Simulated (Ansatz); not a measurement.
# SnTe: the cost of one run

Program: Ansatz 0.2.0. Level of theory: reference: DFT, HSE06, plane waves, PAW. These are calculated values, not measurements.

1 further run of the same task is left out (set aside as unsound or not needed).

## 1. The system as given

It takes space group F-43m (No. 216, cubic). The conventional cell has a = 7.168 Å, b = 7.168 Å, c = 7.168 Å, α = 90.00°, β = 90.00°, γ = 90.00°. Sn (site symmetry -43m) has 4 Te at 3.10 Å as nearest neighbours. Around Te (site symmetry -43m) lie 4 Sn at 3.10 Å.

Structure file:

```
CELL_PARAMETERS angstrom
0.00000 3.58398 3.58398
3.58398 0.00000 3.58398
3.58398 3.58398 0.00000
ATOMIC_POSITIONS crystal
Sn 0.00000 0.00000 0.00000
Te 0.25000 0.25000 0.25000
```

## 2. Reference

input.yaml reads:

```yaml
crystal:
  lattice:
    - [0.0, 3.5839840137, 3.5839840137]
    - [3.5839840137, 0.0, 3.5839840137]
    - [3.5839840137, 3.5839840137, 0.0]
  atoms:
    - { symbol: Sn, position: [0.0, 0.0, 0.0] }
    - { symbol: Te, position: [0.25, 0.25, 0.25] }
kpoints:
  mp_grid: { grid: [4, 4, 4] }
hamiltonian:
  xc: hse06
scf:
  occupations: { method: fermi_dirac, width: 0.02 }
  n_extra_bands: 4
output:
  forces: true
  stress: true
  eigenvalues: true
```

Run with:

```
$ ansatz run input.yaml --threads 4 --pin off --max-ram 3686MiB --backend cpu --events-out ev --progress --plain --runs-dir out
```

Q: Estimate wall time and peak memory on 4 threads of Arm Neoverse N1, shared host.

About 18 s, with a peak of 1.1 GiB.
